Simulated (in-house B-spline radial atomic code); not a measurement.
# Mn²⁺: ionisation energy by several methods

The task here is to estimate one member of a computed series from the others.

Program: in-house B-spline radial atomic code version 1. Level of theory: non-relativistic, several functionals, spin-polarised, exact exchange averaged over the configuration; spherical all-electron atom at the radial basis limit. These are calculated values, not measurements, unless marked.

## What is computed

- element: manganese (Z = 25)
- charge: +2
- electrons: 23
- configuration: [Ar] 3d5
- nucleus: point

Outer shells as boxes (Hund's rule):

[Ar] 3d5
```
[Ar] core
3d [↑ ][↑ ][↑ ][↑ ][↑ ]
```

Where spins are not typed, each open shell is filled with up spins first.

The first run:

The run's settings:

```ini
Z = 25
electrons = 23.0
configuration = [Ar] 3d5
hamiltonian = nr
method = b3lyp
spin_polarised = True
exact_exchange = averaged over the configuration
```

Command:

```sh
$ python run_scf.py task.json out
```

task.json lists these runs, among others, and the program works through them in turn.

Among the steps run: B3LYP; BHandHLYP; CAM-B3LYP; ωB97X; r2SCAN0.

One of the session's tables, all rows but one given; the rest of the session is left out.

| method | ΔSCF (eV) |
| --- | --- |
| B3LYP | 34.193 |
| BHandHLYP | ? |
| r2SCAN0 | 34.422 |
| CAM-B3LYP | 34.153 |
| ωB97X | 33.713 |

**Question.** Estimate the row for BHandHLYP.

**Answer.** ΔSCF (eV): 33.808. In the column «ΔSCF (eV)» it lies between ωB97X (33.713) and CAM-B3LYP (34.153).
